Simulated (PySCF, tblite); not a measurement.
# H₉NO₃Si₄, a small molecule taken as a stand-in for a surface group (silica 3-ring): NMR shifts, core binding energies and electronic excitations

Wanted: the NMR shifts, core binding energies and electronic excitations for `[SiH3]N[SiH]1O[SiH2]O[SiH2]O1`.

Computed with tblite 0.8.0 and PySCF 2.14.0; each step states its level. No surroundings beyond the atoms listed, unless a continuum is named. Atoms count from 0, parts from 1.

## Step 1: The system as given

17 atoms, charge 0, multiplicity 1; geometry: distance geometry start.

## Step 2: Geometry optimisation with GFN2-xTB

The job: settings as JSON, then the geometry in Å.

```
{"job": {"kind": "relax", "xc": "GFN2-xTB", "basis": "xTB"}, "charge": 0, "multiplicity": 1}
O      0.216965     1.328242     1.761402
Si    -0.630704    -0.115600     2.323844
O      0.192321    -1.552622     1.733681
Si     1.030695    -1.675897     0.169583
O      1.744188    -0.103441    -0.229891
Si     1.048773     1.468633     0.220233
N     -0.123249     1.992885    -1.075785
Si     0.186803     1.342043    -2.755511
H     -1.967336    -0.080128     1.858020
H     -0.656471    -0.116572     3.753025
H      0.104605    -2.043771    -0.844251
H      2.035862    -2.656885     0.277952
H      2.098197     2.421379     0.315004
H     -1.088619     2.043463    -0.793952
H     -0.494125     0.076984    -2.891791
H     -0.289229     2.243044    -3.736890
H      1.574297     1.103318    -2.941870
```

With the program's defaults for keys left out, this is: GFN2-xTB geometry optimisation, gas phase.

Launch:

```
$ OMP_NUM_THREADS=1 python cluster_run.py task.json out
```

One launch serves the whole session: the jobs run in the order shown.

**Question.** The jobs that follow are: PBE0-D3(BJ)/def2-SVP geometry optimisation, gas phase; GIAO PBE0/pcSseg-1 NMR shielding, non-relativistic, gas phase; delta-SCF UKS SCAN, pcX-2 on the ionised atom, pcseg-1 elsewhere, spin-free X2C; TDDFT CAM-B3LYP/def2-SVPD, vertical, gas phase, core orbitals frozen in the response. Predict: point group; rotational constants (main isotopes); $^{1}$H shifts against TMS (PBE0/pcSseg-1); $^{17}$O shifts against H2O (PBE0/pcSseg-1); $^{29}$Si shifts against TMS (PBE0/pcSseg-1); $^{15}$N shifts against NH3 (PBE0/pcSseg-1); O1s binding energies, SCAN/pcX-2 (standing for 2 of 3 atoms); Si2p binding energies, SCAN/pcX-2 (standing for 2 of 4 atoms); N1s binding energies, SCAN/pcX-2; lowest singlet (CAM-B3LYP/def2-SVPD); brightest single state of those computed; lowest triplet; vertical ionisation energy (ΔSCF).

As calculated:

| quantity | value |
| --- | --- |
| point group | C1 |
| rotational constants (main isotopes) | 1.53, 0.79, 0.67 GHz |
| $^{1}$H shifts against TMS (PBE0/pcSseg-1) | 5.29, 5.27, 5.26, 5.18, 4.83, 4.77, 4.74, 4.62, 0.57 ppm |
| $^{17}$O shifts against H2O (PBE0/pcSseg-1) | 113.3, 90.1, 83.7 ppm |
| $^{29}$Si shifts against TMS (PBE0/pcSseg-1) | -31.7, -33.7, -49.8, -55.7 ppm |
| $^{15}$N shifts against NH3 (PBE0/pcSseg-1) | 28.3 ppm |
| O1s binding energies, SCAN/pcX-2 (standing for 2 of 3 atoms) | O4 538.02, O0 537.89 eV |
| Si2p binding energies, SCAN/pcX-2 (standing for 2 of 4 atoms) | Si5 108.30, Si1 108.30 eV |
| N1s binding energies, SCAN/pcX-2 | N6 404.36 eV |
| lowest singlet (CAM-B3LYP/def2-SVPD) | 6.76 eV (183 nm), f = 0.010 |
| brightest single state of those computed | state 2, 7.47 eV, f = 0.023 |
| lowest triplet | 6.42 eV |
| vertical ionisation energy (ΔSCF) | 9.89 eV |

What this shows: Over 14 steps the energy fell by 0.458 eV; of the close pairs, Si3–O4 changed most, 1.606 to 1.665 Å (PBE0/def2-SVP). At PBE0/pcSseg-1: The widest tensor belongs to O2: span 150 ppm, with a paramagnetic part of -152 ppm. O4 (oxygen bonded to 2 Si) binds its O1s electron 0.13 eV more tightly than O0 (oxygen bonded to 2 Si). Only 2 of the 3 O atoms are covered by sound results. The Si2p levels computed lie within 0.00 eV of one another, too close to rank. Only 2 of the 4 Si atoms are covered by sound results. The lowest singlet, at 6.76 eV, is HOMO→LUMO 0.72, HOMO→LUMO+2 0.12 and is weak; of the 6 states computed, the strongest absorption comes from state 2 at 7.47 eV. The lowest triplet lies 0.34 eV below the lowest singlet (triplets in Tamm-Dancoff, singlets in full TDDFT). The orbital energy would give 9.21 eV for ionisation, ΔSCF gives 9.89 eV. A capped cluster stands for the solid here, so long-range fields and strain are missing, and bands or shifts of the capping hydrogens have no counterpart in it.
